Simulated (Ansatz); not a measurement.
# CH4OSSi: geometry and vibrations

What shape does CH4OSSi take? The plan is to relax it, check the end point by its vibrations and derive ideal-gas thermochemistry, and look at its orbitals and charge.

The runs use Ansatz 0.2.0, Gaussian basis; RKS PBE0-D4/def2-TZVP.

The runs, in order: relaxation at PBE-D4/def2-SVP; relaxation at PBE0-D4/def2-TZVP; harmonic vibrations at the same level; a single point in def2-TZVPP for the fields.

### Step 1. Where the work starts

SMILES `O=C([SiH3])S`, 8 atoms, charge 0, spin multiplicity 1.

Atoms are counted from 1 here; the program's logs count them from 0.

Bond lengths: O1–C2 1.198 Å, C2–Si3 1.866 Å, C2–S4 1.752 Å, Si3–H5 1.487 Å, Si3–H6 1.502 Å, Si3–H7 1.552 Å, S4–H8 1.358 Å. Angles: O1–C2–Si3 120.7°, O1–C2–S4 122.1°, Si3–C2–S4 117.1°, C2–Si3–H5 112.9°, C2–Si3–H6 114.2°, C2–Si3–H7 110.9°, H5–Si3–H6 107.9°, H5–Si3–H7 105.6°, H6–Si3–H7 104.8°, C2–S4–H8 92.4°.

The start is a force-field geometry with small random shifts, so a cheaper pass at PBE-D4/def2-SVP comes first.

### Step 2. Relaxation at PBE-D4/def2-SVP (cheap first pass)

Input file in.yaml:

```yaml
crystal:
  periodic: [false, false, false]
  atoms:
    - {symbol: O, position_ang: [-1.176700, -0.418900, 1.298200]}
    - {symbol: C, position_ang: [-0.443900, -0.480100, 0.353000]}
    - {symbol: Si, position_ang: [0.444100, 1.041100, -0.263800]}
    - {symbol: S, position_ang: [-0.073700, -1.998100, -0.440100]}
    - {symbol: H, position_ang: [0.187100, 1.319300, -1.701600]}
    - {symbol: H, position_ang: [0.133300, 2.290300, 0.509800]}
    - {symbol: H, position_ang: [1.981400, 0.871800, -0.140200]}
    - {symbol: H, position_ang: [-0.959500, -2.682600, 0.329000]}
basis:
  gaussian: {orbitals: def2-SVP}
hamiltonian: {xc: pbe, dispersion: d4}
relax: {f_tol: 0.03, max_steps: 200}
```

Command:

```sh
> ansatz run in.yaml --threads 2 --pin off --events-out ev --progress --plain --max-ram 4352MiB
```

The program printed, cut to the lines that bear on the results:

```text
Functional definition: PBE
  name "PBE"
  cite "Perdew, Burke & Ernzerhof, Phys. Rev. Lett. 77, 3865 (1996) doi:10.1103/PhysRevLett.77.3865"
  parent pbe
[...]
934 factors; their error is unknown
[...]
mean field -21841.03367118 eV, -802.6431830316 hartree, gradient 1.4e-5 eV, S^2 0.000000; 0 other end points of the search recorded, 0 dependent functions left out
[...]
reference -21841.03370120 eV, -802.6431841347 hartree; 24, 24 occupied and 60, 60 virtual orbitals, 934 factors
relax step   1: F+E_penalty+E_count = -21841.21324036 eV  Δ(F+E_penalty+E_count) = +0.000e0 eV  max|allowed force component| = 1.810e0 eV/Å  Δτ_max = 0.0000 Å  (27 SCF iters, accepted)
[...]
relax step   6: F+E_penalty+E_count = -21841.41168418 eV  Δ(F+E_penalty+E_count) = -6.597e-4 eV  max|allowed force component| = 8.513e-2 eV/Å  Δτ_max = 0.0482 Å  (28 SCF iters, accepted)
[...]
relax step  11: F+E_penalty+E_count = -21841.42745585 eV  Δ(F+E_penalty+E_count) = -2.459e-3 eV  max|allowed force component| = 7.427e-1 eV/Å  Δτ_max = 0.1184 Å  (29 SCF iters, accepted)
[...]
relax step  16: F+E_penalty+E_count = -21841.44590596 eV  Δ(F+E_penalty+E_count) = -2.991e-3 eV  max|allowed force component| = 7.865e-2 eV/Å  Δτ_max = 0.0957 Å  (28 SCF iters, accepted)
[...]
relax step  21: F+E_penalty+E_count = -21841.44796824 eV  Δ(F+E_penalty+E_count) = +2.835e-4 eV  max|allowed force component| = 1.010e-1 eV/Å  Δτ_max = 0.0393 Å  (28 SCF iters, rejected (line search))
[...]
relax step  22: F+E_penalty+E_count = -21841.44834691 eV  Δ(F+E_penalty+E_count) = -9.513e-5 eV  max|allowed force component| = 6.563e-3 eV/Å  Δτ_max = 0.0090 Å  (29 SCF iters, accepted)
934 factors; their error is unknown
mean field -21841.27100350 eV, -802.6519048333 hartree, gradient 2.6e-5 eV, S^2 0.000000; 1 other end points of the search recorded, 0 dependent functions left out
[...]
reference -21841.27103325 eV, -802.6519059267 hartree; 24, 24 occupied and 60, 60 virtual orbitals, 934 factors
Total energy: -21841.44837666 eV, -802.6584231769 hartree
Atom 0 at    -0.422928    -0.640918     1.673024 Å, force     0.002210     0.004507    -0.006128 eV/Å
Atom 1 at    -0.259521    -0.517681     0.475747 Å, force    -0.003033    -0.006563     0.005175 eV/Å
Atom 2 at     0.524929     1.087124    -0.289646 Å, force    -0.000539     0.000154     0.004440 eV/Å
Atom 3 at    -0.714840    -1.786454    -0.741692 Å, force    -0.000625    -0.000616     0.001246 eV/Å
Atom 4 at     0.614684     0.980088    -1.785712 Å, force     0.000822     0.002098     0.000286 eV/Å
Atom 5 at    -0.348827     2.240337     0.108028 Å, force     0.000089     0.000015    -0.001895 eV/Å
Atom 6 at     1.889743     1.244297     0.313668 Å, force     0.000513    -0.000094    -0.001806 eV/Å
Atom 7 at    -1.191141    -2.663993     0.190882 Å, force     0.000562     0.000500    -0.001319 eV/Å
Dipole moment:     0.026930     0.014819    -0.225435 e Å
```

It took 34 s on 2 threads of Arm Neoverse V1, shared host.

The steps of the relaxation: (the energy doesn't fall at every step)

| step | energy from step 1 (eV) | largest force component (eV/Å) |
| --- | --- | --- |
| 1 | 0.0000 | 1.8103 |
| 2 | -0.1309 | 1.3267 |
| 3 | -0.1664 | 1.5341 |
| 4 | -0.1913 | 0.6185 |
| 5 | -0.1978 | 0.0406 |
| 6 | -0.1984 | 0.0851 |
| 7 | -0.2031 | 0.1999 |
| 8 | -0.1875 | 1.4192 |
| 9 | -0.2092 | 0.0445 |
| 10 | -0.2118 | 0.2563 |
| 11 | -0.2142 | 0.7427 |
| 12 | -0.2193 | 0.4407 |
| 13 | -0.2289 | 0.0477 |
| 14 | -0.2282 | 0.1309 |
| 15 | -0.2297 | 0.0285 |
| 16 | -0.2327 | 0.0787 |
| 17 | -0.2334 | 0.2305 |
| 18 | -0.2344 | 0.0614 |
| 19 | -0.2349 | 0.0625 |
| 20 | -0.2350 | 0.0389 |
| 21 | -0.2347 | 0.1010 |
| 22 | -0.2351 | 0.0066 |

The force was under the threshold of 0.03 eV/Å already at step 15, but the program went on to step 22.

Close pairs (by a distance rule), those that changed most:

| bond | before (Å) | after (Å) | change (Å) |
| --- | --- | --- | --- |
| C2–Si3 | 1.866 | 1.943 | +0.077 |
| C2–S4 | 1.752 | 1.816 | +0.064 |
| Si3–H7 | 1.552 | 1.500 | -0.051 |
| O1–C2 | 1.198 | 1.215 | +0.017 |
| Si3–H5 | 1.487 | 1.503 | +0.016 |
| S4–H8 | 1.358 | 1.366 | +0.008 |
| Si3–H6 | 1.502 | 1.500 | -0.001 |

### Step 3. Optimising with PBE0-D4/def2-TZVP

Input file in.yaml:

```yaml
crystal:
  periodic: [false, false, false]
  atoms:
    - {symbol: O, position_ang: [-0.422928, -0.640918, 1.673024]}
    - {symbol: C, position_ang: [-0.259521, -0.517681, 0.475747]}
    - {symbol: Si, position_ang: [0.524929, 1.087124, -0.289646]}
    - {symbol: S, position_ang: [-0.714840, -1.786454, -0.741692]}
    - {symbol: H, position_ang: [0.614684, 0.980088, -1.785712]}
    - {symbol: H, position_ang: [-0.348827, 2.240337, 0.108028]}
    - {symbol: H, position_ang: [1.889743, 1.244297, 0.313668]}
    - {symbol: H, position_ang: [-1.191141, -2.663993, 0.190882]}
basis:
  gaussian: {orbitals: def2-TZVP}
hamiltonian: {xc: pbe0, dispersion: d4}
relax: {f_tol: 0.005, max_steps: 150}
```

Launched as before.

The program printed, cut to the lines that bear on the results:

```text
Functional definition: PBE0
  name "PBE0"
  cite "Adamo & Barone, J. Chem. Phys. 110, 6158 (1999) doi:10.1063/1.478522"
  cite "Perdew, Burke & Ernzerhof, Phys. Rev. Lett. 77, 3865 (1996) doi:10.1103/PhysRevLett.77.3865"
  parent pbe
[...]
1046 factors; their error is unknown
[...]
mean field -21852.95386633 eV, -803.0812421233 hartree, gradient 1.9e-5 eV, S^2 0.000000; 0 other end points of the search recorded, 0 dependent functions left out
[...]
reference -21852.95389641 eV, -803.0812432289 hartree; 24, 24 occupied and 136, 136 virtual orbitals, 1046 factors
relax step   1: F+E_penalty+E_count = -21853.10345589 eV  Δ(F+E_penalty+E_count) = +0.000e0 eV  max|allowed force component| = 1.377e0 eV/Å  Δτ_max = 0.0000 Å  (28 SCF iters, accepted)
[...]
reference -21852.99046260 eV, -803.0825870115 hartree; 24, 24 occupied and 136, 136 virtual orbitals, 1046 factors
Total energy: -21853.14102797 eV, -803.0881201868 hartree
Atom 0 at    -0.419104    -0.636159     1.647322 Å, force    -0.000336    -0.000137     0.001942 eV/Å
Atom 1 at    -0.256605    -0.512945     0.463540 Å, force     0.001193     0.001980    -0.001784 eV/Å
Atom 2 at     0.522678     1.083251    -0.284292 Å, force     0.000586     0.001579     0.001128 eV/Å
Atom 3 at    -0.707132    -1.766296    -0.725364 Å, force    -0.000356    -0.000624     0.001102 eV/Å
Atom 4 at     0.605248     0.964664    -1.761059 Å, force     0.000124     0.000036    -0.001500 eV/Å
Atom 5 at    -0.347482     2.217461     0.106219 Å, force     0.001468    -0.001844     0.000218 eV/Å
Atom 6 at     1.872458     1.229038     0.309787 Å, force    -0.002363    -0.000157    -0.000175 eV/Å
Atom 7 at    -1.177962    -2.636214     0.188145 Å, force    -0.000316    -0.000834    -0.000931 eV/Å
Dipole moment:     0.045684     0.044781    -0.283138 e Å
```

It took 25 s on 2 threads of Arm Neoverse V1, shared host.

The steps of the relaxation:

| step | energy from step 1 (eV) | largest force component (eV/Å) |
| --- | --- | --- |
| 1 | 0.0000 | 1.3771 |
| 2 | -0.0336 | 0.2891 |
| 3 | -0.0371 | 0.1685 |
| 4 | -0.0374 | 0.0675 |
| 5 | -0.0375 | 0.0190 |
| 6 | -0.0375 | 0.0024 |

Close pairs (by a distance rule), those that changed most:

| bond | before (Å) | after (Å) | change (Å) |
| --- | --- | --- | --- |
| C2–S4 | 1.816 | 1.785 | -0.031 |
| S4–H8 | 1.366 | 1.346 | -0.020 |
| Si3–H5 | 1.503 | 1.484 | -0.019 |
| Si3–H6 | 1.500 | 1.482 | -0.019 |
| Si3–H7 | 1.500 | 1.482 | -0.019 |
| C2–Si3 | 1.943 | 1.927 | -0.016 |
| O1–C2 | 1.215 | 1.201 | -0.013 |

Mulliken charges of the relaxed molecule (report file):

| atom | value (e) |
| --- | --- |
| O1 | -0.26 |
| C2 | 0.11 |
| Si3 | 0.15 |
| S4 | -0.17 |
| H5 | 0.00 |
| H6 | 0.00 |
| H7 | 0.00 |
| H8 | 0.17 |

### Step 4. Force constants and modes

Input file in.yaml:

```yaml
crystal:
  periodic: [false, false, false]
  atoms:
    - {symbol: O, position_ang: [-0.419104, -0.636159, 1.647322]}
    - {symbol: C, position_ang: [-0.256605, -0.512945, 0.463540]}
    - {symbol: Si, position_ang: [0.522678, 1.083251, -0.284292]}
    - {symbol: S, position_ang: [-0.707132, -1.766296, -0.725364]}
    - {symbol: H, position_ang: [0.605248, 0.964664, -1.761059]}
    - {symbol: H, position_ang: [-0.347482, 2.217461, 0.106219]}
    - {symbol: H, position_ang: [1.872458, 1.229038, 0.309787]}
    - {symbol: H, position_ang: [-1.177962, -2.636214, 0.188145]}
basis:
  gaussian: {orbitals: def2-TZVP}
hamiltonian: {xc: pbe0, dispersion: d4}
phonons: {temperatures: {t_min: 298.15, t_max: 900, t_step: 200}}
```

Launched as before.

The program printed, cut to the lines that bear on the results:

```text
Functional definition: PBE0
  name "PBE0"
  cite "Adamo & Barone, J. Chem. Phys. 110, 6158 (1999) doi:10.1063/1.478522"
  cite "Perdew, Burke & Ernzerhof, Phys. Rev. Lett. 77, 3865 (1996) doi:10.1103/PhysRevLett.77.3865"
  parent pbe
[...]
1046 factors; their error is unknown
[...]
mean field -21852.99043257 eV, -803.0825859079 hartree, gradient 2.1e-5 eV, S^2 0.000000; 0 other end points of the search recorded, 0 dependent functions left out
[...]
reference -21852.99046259 eV, -803.0825870112 hartree; 24, 24 occupied and 136, 136 virtual orbitals, 1046 factors
[...]
1046 factors; their error is unknown
mean field -21852.99041421 eV, -803.0825852333 hartree, gradient 1.1e-6 eV, S^2 0.000000; 0 other end points of the search recorded, 0 dependent functions left out
[...]
reference -21852.99044424 eV, -803.0825863368 hartree; 24, 24 occupied and 136, 136 virtual orbitals, 1046 factors
[...]
Atom 0 at    -0.419104    -0.636159     1.647322 Å, force    -0.000334    -0.000129     0.001948 eV/Å
Atom 1 at    -0.256605    -0.512945     0.463540 Å, force     0.001194     0.001971    -0.001789 eV/Å
Atom 2 at     0.522678     1.083251    -0.284292 Å, force     0.000562     0.001580     0.001135 eV/Å
Atom 3 at    -0.707132    -1.766296    -0.725364 Å, force    -0.000347    -0.000606     0.001080 eV/Å
Atom 4 at     0.605248     0.964664    -1.761059 Å, force     0.000125     0.000037    -0.001498 eV/Å
Atom 5 at    -0.347482     2.217461     0.106219 Å, force     0.001477    -0.001850     0.000212 eV/Å
Atom 6 at     1.872458     1.229038     0.309787 Å, force    -0.002353    -0.000154    -0.000174 eV/Å
Atom 7 at    -1.177962    -2.636214     0.188145 Å, force    -0.000324    -0.000850    -0.000914 eV/Å
Dipole moment:     0.045684     0.044781    -0.283138 e Å
Vibrations: 69.76 174.01 331.55 359.60 463.46 482.36 582.55 673.55 779.87 883.17 932.90 933.92 988.23 1756.28 2239.58 2256.79 2261.35 2685.43 cm⁻¹, zero-point energy 1.168822 eV
```

Wall time 2 min (2 threads of Arm Neoverse V1, shared host).

Motions are named by where the mode's potential energy lies. Wavenumbers, unscaled:

| mode | cm⁻¹ | motion |
| --- | --- | --- |
| 1 | 70 | torsion |
| 2 | 174 | bend |
| 3 | 332 | torsion |
| 4 | 360 | bend with Si–C stretch |
| 5 | 463 | torsion |
| 6 | 482 | C–S stretch |
| 7 | 583 | bend |
| 8 | 674 | bend with torsion |
| 9 | 780 | bend |
| 10 | 883 | bend |
| 11 | 933 | bend with torsion |
| 12 | 934 | bend with torsion |
| 13 | 988 | bend |
| 14 | 1756 | C–O stretch |
| 15 | 2240 | Si–H stretch |
| 16 | 2257 | Si–H stretch |
| 17 | 2261 | Si–H stretch |
| 18 | 2685 | S–H stretch |

From these modes and the moments of inertia (298.15 K, 1 bar, symmetry number 1):

| term | value |
| --- | --- |
| zero-point energy | 112.8 kJ/mol |
| H(298) − E | 131.1 kJ/mol |
| entropy, translation | 165.3 J/(mol K) |
| entropy, rotation | 110.2 J/(mol K) |
| entropy, vibration | 49.9 J/(mol K) |
| entropy, total | 325.4 J/(mol K) |

### Step 5. A single point for the fields

Changes to in.yaml since step 4:

```diff
@@ -12,4 +12,4 @@
 basis:
-  gaussian: {orbitals: def2-TZVP}
+  gaussian: {orbitals: def2-TZVPP}
 hamiltonian: {xc: pbe0, dispersion: d4}
-phonons: {temperatures: {t_min: 298.15, t_max: 900, t_step: 200}}
+output: {orbitals: {seedname: orbitals}}
```

The command is unchanged.

The program printed:

```text
Functional definition: PBE0
  name "PBE0"
  cite "Adamo & Barone, J. Chem. Phys. 110, 6158 (1999) doi:10.1063/1.478522"
  cite "Perdew, Burke & Ernzerhof, Phys. Rev. Lett. 77, 3865 (1996) doi:10.1103/PhysRevLett.77.3865"
  parent pbe
  parameter a = 0.25
  parameter kappa = 0.804
  parameter beta = 0.06672455060314922
  exchange = (1 - a)*pbe_x(kappa = kappa, mu = beta*pi^2/3) + a*exact_x
  correlation = pbe_c(beta = beta)
1173 factors; their error is unknown
mean field evaluation 1: about -21848.1988 eV, gradient 4.9e1 eV
mean field evaluation 2: about -21825.8395 eV, gradient 1.1e2 eV
mean field evaluation 4: about -21852.7653 eV, gradient 1.0e1 eV
mean field evaluation 8: about -21852.9839 eV, gradient 1.4e-1 eV
mean field evaluation 16: about -21853.0184 eV, gradient 9.7e-5 eV
mean field -21853.01840226 eV, -803.0836137751 hartree, gradient 1.4e-5 eV, S^2 0.000000; 0 other end points of the search recorded, 0 dependent functions left out
reference -21853.01843201 eV, -803.0836148683 hartree; 24, 24 occupied and 178, 178 virtual orbitals, 1173 factors
Total energy: -21853.16899738 eV, -803.0891480436 hartree
```

Wall time 3.4 s (2 threads of Arm Neoverse V1, shared host).

Orbitals, density, ELF and potential are computed afterwards from the orbital file.

Frontier orbitals at PBE0-D4/def2-TZVPP, with the share of their density that lies nearest to each atom:

| orbital | energy (eV) | lies on |
| --- | --- | --- |
| HOMO | -7.38 | O1 50 %; S4 19 %; C2 13 % |
| LUMO | -1.52 | C2 42 %; O1 25 %; S4 12 % |

ELF in a plane through or near 6 of the atoms.

Values, 10 rows by 14 columns:
```
0.00 0.00 0.00 0.00 0.00 0.00 0.00 0.00 0.00 0.00 0.00 0.00 0.00 0.00
0.00 0.00 0.00 0.01 0.06 0.06 0.01 0.00 0.11 0.14 0.00 0.00 0.00 0.00
0.00 0.00 0.00 0.20 0.70 0.76 0.19 0.11 0.99 0.99 0.52 0.00 0.00 0.00
0.00 0.00 0.03 0.36 0.63 0.71 0.42 0.34 1.00 1.00 0.61 0.01 0.00 0.00
0.00 0.01 0.60 0.95 0.40 0.34 0.44 0.47 0.18 0.29 0.11 0.01 0.00 0.00
0.00 0.02 0.80 0.99 0.54 0.66 0.51 0.96 0.39 0.16 0.21 0.02 0.00 0.00
0.00 0.00 0.04 0.04 0.12 0.76 0.80 0.23 0.12 0.31 0.11 0.01 0.00 0.00
0.00 0.00 0.00 0.02 0.56 0.89 0.88 0.46 0.01 0.02 0.01 0.00 0.00 0.00
0.00 0.00 0.00 0.00 0.06 0.30 0.42 0.18 0.00 0.00 0.00 0.00 0.00 0.00
0.00 0.00 0.00 0.00 0.00 0.00 0.00 0.00 0.00 0.00 0.00 0.00 0.00 0.00
```
The map spans 11.0 Å across and 8.4 Å up, centred on the molecule. Atoms in the plane (x, y in Å): O1 (-1.0, -1.5), C2 (-0.6, -0.4), Si3 (1.2, 0.1), S4 (-1.8, 1.0), H5 (1.4, 1.6), H8 (-2.9, 0.2).

On the surface of density 0.002 e/bohr³ the electrostatic potential runs, from the 1st to the 99th percentile, from -1.28 V near O1 to 1.45 V near H8.

### Step 6. Summary of results

| quantity | value |
| --- | --- |
| point group | Cs |
| steps | 22 + 6 |
| shift from the start (rms) | 0.553 Å |
| total energy | -21853.1410 eV |
| dispersion term | -151 meV |
| dipole moment | 1.39 D |
| lowest, highest wavenumber | 70, 2685 cm⁻¹ |
| zero-point energy | 112.8 kJ/mol |
| entropy at 298.15 K | 325.4 J/(mol K) |
| HOMO, LUMO | -7.38, -1.52 eV |

**Reading.** The relaxed geometry lies 0.55 Å (rms) from the start; the bond that changed most is Si3–H7, from 1.552 to 1.482 Å. All wavenumbers are real, so the end point is a minimum. The stiffest mode, 2685 cm⁻¹, is an S–H stretch, and 2 modes under 200 cm⁻¹ make the vibrational entropy uncertain. Harmonic hybrid wavenumbers usually lie a few per cent above measured fundamentals. The largest Mulliken charge, -0.26 e, sits on O1. The HOMO lies mostly on O1 50 %; S4 19 % and the LUMO on C2 42 %; O1 25 %.
